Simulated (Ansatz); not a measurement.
# CH₅AlBP: a ladder of functionals and wavefunction methods

An exercise on one series of results from a longer session: the logs are not shown, and one member is left open.

Method: functionals in def2-TZVPP, the program's frozen cores in correlated methods; program: Ansatz 0.2.0, Gaussian basis.

The runs, in order: LDA (SPW92), PBE-D4, revPBE-D4, BLYP-D4, r2SCAN-D4, B97M-V, PBE0-D4, B3LYP-D4, r2SCANh-D4, r2SCAN0-D4, HSE06-D4, BHLYP-D4, CAM-B3LYP-D4, LC-ωPBE, ωB97X-V, ωB97M-V, B2PLYP, PBE-QIDH; CCSD(T)/def2-SVP; CCSD(T)/def2-TZVPP; MP2/def2-QZVPP; extrapolation to the limit; RPA on PBE.

## The geometry

The geometry comes from an earlier relaxation with PBE0-D4 in a triple-zeta def2 set; it is a stationary point, not always the lowest conformer.

SMILES `[PH2][Al]1[BH][CH2]1`, 9 atoms, charge 0, spin multiplicity 1.

Atoms are counted from 1 here; the program's logs count them from 0.

Bond lengths: P1–Al2 2.336 Å, P1–H5 1.423 Å, P1–H6 1.425 Å, Al2–B3 1.961 Å, Al2–C4 2.133 Å, B3–C4 1.461 Å, B3–H7 1.184 Å, C4–H8 1.113 Å, C4–H9 1.091 Å. Angles: Al2–P1–H5 90.9°, Al2–P1–H6 90.2°, H5–P1–H6 93.1°, P1–Al2–B3 159.0°, P1–Al2–C4 117.5°, B3–Al2–C4 41.5°, Al2–B3–C4 75.5°, Al2–B3–H7 151.2°, C4–B3–H7 132.8°, Al2–C4–B3 62.9°, Al2–C4–H8 66.8°, Al2–C4–H9 170.7°, B3–C4–H8 129.3°, B3–C4–H9 125.1°, H8–C4–H9 105.6°.

The first run:

Contents of in.yaml:

```yaml
crystal:
  periodic: [false, false, false]
  atoms:
    - {symbol: P, position_ang: [-0.803733, 2.145315, -0.895395]}
    - {symbol: Al, position_ang: [0.516119, 0.248895, -0.553564]}
    - {symbol: B, position_ang: [1.220662, -1.357477, 0.324125]}
    - {symbol: C, position_ang: [0.110396, -0.934141, 1.173879]}
    - {symbol: H, position_ang: [-0.254294, 2.321771, -2.196164]}
    - {symbol: H, position_ang: [-1.866517, 1.325133, -1.371956]}
    - {symbol: H, position_ang: [1.925373, -2.308956, 0.335225]}
    - {symbol: H, position_ang: [-0.494641, -0.000462, 1.129967]}
    - {symbol: H, position_ang: [-0.264966, -1.486481, 2.036684]}
basis:
  gaussian: {orbitals: def2-TZVPP}
hamiltonian: {xc: lda}
output: {orbitals: {seedname: orbitals}}
```

Started as:

```
> ansatz run in.yaml --threads 2 --pin off --events-out ev --progress --plain --max-ram 4352MiB
```

Steps of the session up to this table: LDA; PBE-D4 (GGA); revPBE-D4 (GGA); BLYP-D4 (GGA); r2SCAN-D4 (meta-GGA); B97M-V (meta-GGA); PBE0-D4 (hybrid); B3LYP-D4 (hybrid); r2SCANh-D4 (hybrid); r2SCAN0-D4 (hybrid); HSE06-D4 (hybrid); BHLYP-D4 (hybrid); CAM-B3LYP-D4 (range-separated); LC-ωPBE (range-separated); ωB97X-V (range-separated); ωB97M-V (range-separated); B2PLYP (double hybrid); PBE-QIDH (double hybrid).

One table of the session follows, with a row left open; its other results are not shown here.

It belongs to the step «Frontier levels by functional». 

```
  functional  HOMO (eV)  LUMO (eV)  gap (eV)
 LDA (SPW92)      -5.74      -2.20      3.53
      PBE-D4      -5.62      -2.03      3.59
   revPBE-D4      -5.57      -1.96      3.62
     BLYP-D4      -5.47      -1.89      3.58
   r2SCAN-D4      -5.80      -1.85      3.94
      B97M-V      -5.82      -1.82      4.00
     PBE0-D4      -6.59      -1.30      5.28
    B3LYP-D4      -6.40      -1.48      4.93
  r2SCANh-D4      -6.15      -1.59      4.56
  r2SCAN0-D4      -6.70      -1.20      5.49
    HSE06-D4          ?          ?         ?
    BHLYP-D4      -7.44      -0.49      6.95
CAM-B3LYP-D4      -7.78      -0.34      7.43
     LC-ωPBE      -9.03       0.63      9.66
     ωB97X-V      -8.71       0.57      9.29
     ωB97M-V      -8.52       0.38      8.89
```

**Question.** Estimate the row for HSE06-D4.

As computed: HOMO (eV): -6.20; LUMO (eV): -1.67; gap (eV): 4.53. In the column «HOMO (eV)» it lies between B3LYP-D4 (-6.40) and r2SCANh-D4 (-6.15).
